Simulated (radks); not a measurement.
**Tb³⁺ in [Xe] 4f8: an all-electron calculation**

Aim: the levels, the sizes of the orbitals and the parts of the energy of the terbium ion Tb3+.

Program: radks (a radial shooting solver on a logarithmic mesh, Libxc functionals) version 1. Level of theory: non-relativistic Kohn-Sham, BLYP, spin-unpolarised, spherical densities, point nucleus. These are calculated values, not measurements, unless marked.

### 1 What is computed

| Item | Value |
| --- | --- |
| element | terbium (Z = 65) |
| charge | +3 |
| electrons | 62 |
| configuration | [Xe] 4f8 |

The outer shells:

Tb³⁺
```
[Xe] core
4f [↑↓][↑ ][↑ ][↑ ][↑ ][↑ ][↑ ]
```

### 2 Self-consistent calculation

Input:

```text
Z 65
configuration [Xe] 4f8
relativity non-relativistic
functional b88,lyp
spin unpolarised
nucleus point
```

Started as:

```bash
$ python run_ks.py task.json out
```

This one command runs every case of the session in turn.

**Question.** What will this run give?

As calculated:

| quantity | value |
| --- | --- |
| total energy | -11228.6687 hartree |
| exchange-correlation share of it | 2.19 % |
| −T/E | 0.9997 |
| highest occupied level | 4f, -38.302 eV |
| most extended occupied level | 5p, <r> = 1.54 bohr |
| radius at density 0.001 e/bohr³ | 3.26 bohr |
| maxima of the radial density | 4 |
| ionisation energy, NIST | 39.33 (semi-emp.) eV |

What this shows: 5 principal shells are occupied and 4 maxima appear in the radial density; where shells overlap, one shows as a shoulder or not at all. −T/E = 0.9997, near the virial value of 1. The top level binds by 38.302 eV, 97 % of the NIST ionisation energy of 39.33 eV. Relativity is left out here, which matters for elements this heavy. Spin polarisation and multiplet splitting are left out.
